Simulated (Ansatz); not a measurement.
# GaH3Se: the cost of one run

Method: UKS revPBE/def2-mTZVP, in Ansatz 0.2.0.

1 further run of the same task is left out (it didn't finish).

## 1. Starting point

Bond lengths: Ga1–Se2 1.931 Å, Ga1–H3 1.340 Å, Ga1–H4 0.666 Å, Se2–H5 1.536 Å. Angles: Ga1–Se2–H5 91.7°, Se2–Ga1–H3 117.7°, Se2–Ga1–H4 80.4°, H3–Ga1–H4 153.9°.

As a file:

```xyz
5

Ga   -0.4603   -0.5785   -0.2312
Se    0.1689    1.2464   -0.2866
H    -0.4259   -1.2127    0.9484
H    -0.7548   -0.3760   -0.7927
H     1.5220    0.8472    0.3207
```

## 2. End point A

input.yaml

```yaml
crystal:
  periodic: [false, false, false]
  atoms:
    - { symbol: Ga, position_ang: [-0.4603, -0.5785, -0.2312] }
    - { symbol: Se, position_ang: [0.1689, 1.2464, -0.2866] }
    - { symbol: H, position_ang: [-0.4259, -1.2127, 0.9484] }
    - { symbol: H, position_ang: [-0.7548, -0.376, -0.7927] }
    - { symbol: H, position_ang: [1.522, 0.8472, 0.3207] }
magnetization:
  spin_polarized: true
basis:
  gaussian: { orbitals: def2-mTZVP }
hamiltonian:
  xc: revpbe
relax:
  f_tol: 0.02
  max_steps: 50
```

Launch:

```
$ ansatz run input.yaml --threads 2 --pin off --max-ram 3072MiB --backend cpu --events-out ev --progress --plain --runs-dir out
```

What time and memory should one allow on 2 threads of Arm Neoverse V2, shared host?

About 15 s, with a peak of 0.17 GiB.
